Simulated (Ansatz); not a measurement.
# C2H5MgSi: the cost of one run

All numbers below are computed with Ansatz 0.2.0 (RHF/def2-SVP).

**1. The system as given**

Bond lengths: Mg1–C2 2.146 Å, C2–C3 1.353 Å, C3–Si4 1.856 Å, Mg1–H5 1.589 Å, C2–H6 1.092 Å, C3–H7 1.100 Å, Si4–H8 1.459 Å, Si4–H9 1.460 Å. Angles: Mg1–C2–C3 105.7°, Mg1–C2–H6 138.5°, C3–C2–H6 115.8°, C2–Mg1–H5 139.8°, C2–C3–Si4 122.1°, C2–C3–H7 119.1°, Si4–C3–H7 118.8°, C3–Si4–H8 127.3°, C3–Si4–H9 116.9°, H8–Si4–H9 115.9°.

Coordinates:

```xyz
9

Mg   -0.7042    2.1021   -1.5687
C    -0.7496    0.0937   -0.8146
C     0.1814    0.0501    0.1660
Si    0.5206   -1.4955    1.1366
H     0.0602    3.4728   -1.3223
H    -1.2896   -0.8369   -0.9990
H     0.7571    0.9580    0.3971
H     1.4982   -1.6708    2.2047
H    -0.2742   -2.6736    0.8003
```

**2. End point A**

input.yaml

```yaml
crystal:
  periodic: [false, false, false]
  atoms:
    - { symbol: Mg, position_ang: [-0.70416, 2.1021, -1.56868] }
    - { symbol: C, position_ang: [-0.74959, 0.09373, -0.8146] }
    - { symbol: C, position_ang: [0.18141, 0.05014, 0.16599] }
    - { symbol: Si, position_ang: [0.52057, -1.49548, 1.13656] }
    - { symbol: H, position_ang: [0.06023, 3.47275, -1.32233] }
    - { symbol: H, position_ang: [-1.28963, -0.83689, -0.99899] }
    - { symbol: H, position_ang: [0.75713, 0.95805, 0.39707] }
    - { symbol: H, position_ang: [1.49823, -1.67083, 2.20469] }
    - { symbol: H, position_ang: [-0.27419, -2.67356, 0.80029] }
total_charge: 1
basis:
  gaussian: { orbitals: def2-SVP }
hamiltonian:
  xc: hf
relax:
  f_tol: 0.015
  max_steps: 40
```

On the command line:

```bash
$ ansatz run input.yaml --threads 1 --pin off --max-ram 2048MiB --backend cpu --events-out ev --progress --plain --runs-dir out
```

**Question.** How long does this run take on 1 thread of an Arm CPU, shared host, and how much memory does it need?

About 17 s, with a peak of 0.17 GiB.
